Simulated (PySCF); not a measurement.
# C3H5ClSeSi: the cost of one run

Computed with PySCF 2.14.0, with density-fitted response routines of our own, on a single molecule in the gas phase. Atoms are numbered from 0 throughout.

### Step 1. The starting structure

11 atoms, charge 0, multiplicity 1; geometry from: GFN2-xTB. The atoms were then displaced at random by about 0.01 Å, so the start is not that level's minimum.

Bonds of the start (Å): Cl0–Si1 2.00, Si1–Se2 2.28, Se2–C3 1.96, C3–C4 1.48, C4–C5 1.30, C5–C3 1.52, Si1–H6 1.46, Si1–H7 1.46, C3–H8 1.06, C4–H9 1.07, C5–H10 1.07.

### Step 2. Geometry optimisation at PBE0-D3(BJ)/def2-SVP

What the job is given:

```
{"job": {"xc": "PBE0", "basis": "def2-SVP", "d3": "d3bj", "grid": 1, "shake": 0.01, "kind": "geom"}, "charge": 0, "multiplicity": 1}
Cl     2.193670     1.244950     0.804660
Si     2.092930    -0.651230     0.185680
Se     0.083840    -1.605410     0.704920
C     -1.058430    -0.155760     0.045850
C     -1.263150     1.094910     0.810230
C     -2.267720     0.277330     0.850770
H      2.293850    -0.641650    -1.258900
H      3.124530    -1.417020     0.882360
H     -1.123690    -0.171800    -1.016240
H     -0.796170     2.007340     1.121970
H     -3.241540    -0.007500     1.196880
```

Run with:

```console
$ OMP_NUM_THREADS=1 python probes_run.py task.json out
```

This one command runs all jobs of the session in turn.

Q: Estimate the wall time and peak memory of this first job on 1 thread of Arm Neoverse V2, shared host.

About 92 s, with a peak of 0.53 GiB.
